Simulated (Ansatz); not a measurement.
# AlH5NOSi radical: one species, many methods

How much do the methods differ for AlH5NOSi radical? The plan is to run it at one geometry with functionals of several rungs and with coupled cluster. The yardstick is the atomisation energy at the CCSD(T) limit.

The runs use Ansatz 0.2.0, Gaussian basis; functionals in def2-TZVPP, the program's frozen cores in correlated methods.

Plan: LDA (SPW92), PBE-D4, revPBE-D4, BLYP-D4, r2SCAN-D4, B97M-V, PBE0-D4, B3LYP-D4, r2SCANh-D4, r2SCAN0-D4, HSE06-D4, BHLYP-D4, CAM-B3LYP-D4, LC-ωPBE, ωB97X-V, ωB97M-V, B2PLYP, PBE-QIDH; CCSD(T)/def2-SVP; CCSD(T)/def2-TZVPP; MP2/def2-QZVPP; extrapolation to the limit; RPA on PBE.

## Step 1: The relaxed structure

An earlier PBE0-D4 in a triple-zeta def2 set relaxation fixed the geometry.

9 atoms, charge 0, spin multiplicity 2.

Atoms are counted from 1 here; the program's logs count them from 0.

Bond lengths: N1–Al2 1.768 Å, N1–H5 1.006 Å, N1–H6 1.009 Å, Al2–O3 1.692 Å, O3–Si4 1.623 Å, Si4–H7 1.488 Å, Si4–H8 1.489 Å, Si4–H9 1.488 Å. Angles: Al2–N1–H5 124.7°, Al2–N1–H6 124.4°, H5–N1–H6 110.9°, N1–Al2–O3 117.7°, Al2–O3–Si4 163.3°, O3–Si4–H7 110.1°, O3–Si4–H8 111.0°, O3–Si4–H9 110.1°, H7–Si4–H8 108.5°, H7–Si4–H9 108.7°, H8–Si4–H9 108.5°.

## Step 2: LDA

This LDA is Slater exchange with PW92 correlation.

The input, in.yaml:

```yaml
crystal:
  periodic: [false, false, false]
  atoms:
    - {symbol: N, position_ang: [-0.933809, 1.665423, -1.719999]}
    - {symbol: Al, position_ang: [0.465829, 0.682573, -1.270779]}
    - {symbol: O, position_ang: [0.347166, -0.259428, 0.129920]}
    - {symbol: Si, position_ang: [0.671326, -1.280636, 1.349280]}
    - {symbol: H, position_ang: [-0.979206, 2.263054, -2.528557]}
    - {symbol: H, position_ang: [-1.795828, 1.701063, -1.197311]}
    - {symbol: H, position_ang: [0.560400, -0.571494, 2.652304]}
    - {symbol: H, position_ang: [2.047806, -1.835388, 1.229241]}
    - {symbol: H, position_ang: [-0.295183, -2.411467, 1.338901]}
basis:
  gaussian: {orbitals: def2-TZVPP}
magnetization: {spin_polarized: true, initial_magnetization: 1}
hamiltonian: {xc: lda}
output: {orbitals: {seedname: orbitals}}
```

The run is started by

```sh
> ansatz run in.yaml --threads 4 --pin off --events-out ev --progress --plain --max-ram 10444MiB
```

The runs that follow: PBE-D4 (GGA); revPBE-D4 (GGA); BLYP-D4 (GGA); r2SCAN-D4 (meta-GGA); B97M-V (meta-GGA); B3LYP-D4 (hybrid); r2SCANh-D4 (hybrid); r2SCAN0-D4 (hybrid); HSE06-D4 (hybrid); BHLYP-D4 (hybrid); CAM-B3LYP-D4 (range-separated); LC-ωPBE (range-separated); ωB97X-V (range-separated); ωB97M-V (range-separated); B2PLYP (double hybrid); PBE-QIDH (double hybrid); CCSD(T) in def2-SVP; CCSD(T) in def2-TZVPP; MP2 in def2-QZVPP; RPA on PBE orbitals.

**Question.** What will the summary of the whole plan be? Wanted: atomisation energy, CCSD(T)/CBS; farthest beyond LDA; mean size of error, GGA; mean size of error, meta-GGA; mean size of error, hybrid; mean size of error, range-separated; mean size of error, double hybrid; gap, smallest and largest; T1 diagnostic.

**Answer**, as computed:

```
                               quantity                                                                         value
        atomisation energy, CCSD(T)/CBS                                                                 3018.4 kJ/mol
 functionals within 15.1 kJ/mol (0.5 %)  PBE-D4, BLYP-D4, r2SCAN-D4, B97M-V, B3LYP-D4, CAM-B3LYP-D4, ωB97X-V, ωB97M-V
                    farthest beyond LDA                                                       BHLYP-D4 (-86.2 kJ/mol)
                mean size of error, GGA                                                                   31.1 kJ/mol
           mean size of error, meta-GGA                                                                    6.5 kJ/mol
             mean size of error, hybrid                                                                   47.9 kJ/mol
    mean size of error, range-separated                                                                   14.2 kJ/mol
      mean size of error, double hybrid                                                                   49.4 kJ/mol
              gap, smallest and largest                                           0.83 eV (B97M-V), 8.27 eV (LC-ωPBE)
                          T1 diagnostic                                                                        0.0136
triples share of the correlation energy                                                                         3.4 %
```

In words: LDA overbinds by 362.1 kJ/mol (12 %). PBE-D4 misses by -5.5 kJ/mol. Double hybrids carry the basis error of their MP2 part in triple zeta, and no dispersion term here, so their miss is partly the set-up's. The rungs meta-GGA, range-separated miss on average by less than the doubt on the reference (15.1 kJ/mol), so they tie. Misses under about 15.1 kJ/mol are within the doubt on the reference itself, which lacks core-valence correlation, relativity and higher excitations. Hartree-Fock recovers 72 % of the binding; the rest is correlation. CCSD(T) in def2-SVP is off by -253.1 kJ/mol, so the small basis spoils what the method gains. The gap grows from 0.8 to 8.3 eV across the functionals, mostly with the share of exact exchange.
